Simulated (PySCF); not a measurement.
**K3: relaxation and vibrations of the doublet**

The task is one start of a wider search on K3: the doublet, built as obtuse triangle. It is relaxed, tested by its Hessian and followed downhill if it is a saddle.

Program: PySCF 2.14.0. Level of theory: PBE0, basis K def2-TZVP, no relativity, density fitting. These are calculated values, not measurements.

### 1 The system as given

3 atoms, charge 0, spin multiplicity 2.

No contacts short enough for the rule that draws bonds.

Z-matrix (Å, degrees; charge 0 multiplicity 2):
```
K
K  1 4.1662
K  1 4.1662 2 104.86
```

### 2 Finding the electronic state

The steps below are one call of a driver around PySCF. For each, scf.py gives the equivalent set-up of the SCF; relaxations use the driver's own optimiser. After this first run the driver tries any further starts and a stability analysis.

Contents of scf.py:

```python
from pyscf import gto, scf, dft
mol = gto.M(atom='''
K      0.000000     0.000000     0.000000
K      3.302200     2.540200     0.000000
K     -3.302200     2.540200     0.000000''',
    basis={'K': 'def2-TZVP'},
    charge=0, spin=1)
mf = dft.UKS(mol, xc='PBE0')
mf.grids.atom_grid = (50, 194)
aux = {'K': 'def2-universal-JKFIT'}
mf = mf.density_fit(auxbasis=aux)
mf.conv_tol = 1e-08
mf.diis_space = 10
mf.max_cycle = 60
mf.init_guess = 'minao'
mf.verbose = 4
mf.kernel()
```

Command:

```sh
OMP_NUM_THREADS=2 python axn.py task.json out
```

The runs that follow: Relaxing the doublet from the obtuse triangle start; Vibrations and properties at this point.

Before running it: what results should come out? Wanted: minimum; geometry; wavenumbers; dipole moment; highest occupied, lowest empty level; polar-tensor charge of K1; zero-point energy; atomisation energy; ⟨S²⟩.

The runs gave:

```
                                          quantity                          value
                                           minimum                   doublet, C2v
                                          geometry  K–K 4.174 Å (×2); K–K–K 77.3°
                                wavenumbers (cm⁻¹)      31 (a1), 55 (b2), 83 (a1)
                                     dipole moment                         0.28 D
highest occupied, lowest empty level (either spin)                -2.49, -1.37 eV
                         polar-tensor charge of K1                        +0.24 e
                                 zero-point energy                     1.0 kJ/mol
                               entropy at 298.15 K                353.6 J/(mol K)
         atomisation energy (no zero-point energy)                      78 kJ/mol
                                              ⟨S²⟩                          0.788
```

**Reading.** The molecule stays C2v, as typed, and the end point is a minimum. The strongest infrared band lies at 55 cm⁻¹ (b2, stretch). Only this shape and spin were tried, so other structures or states may lie lower.
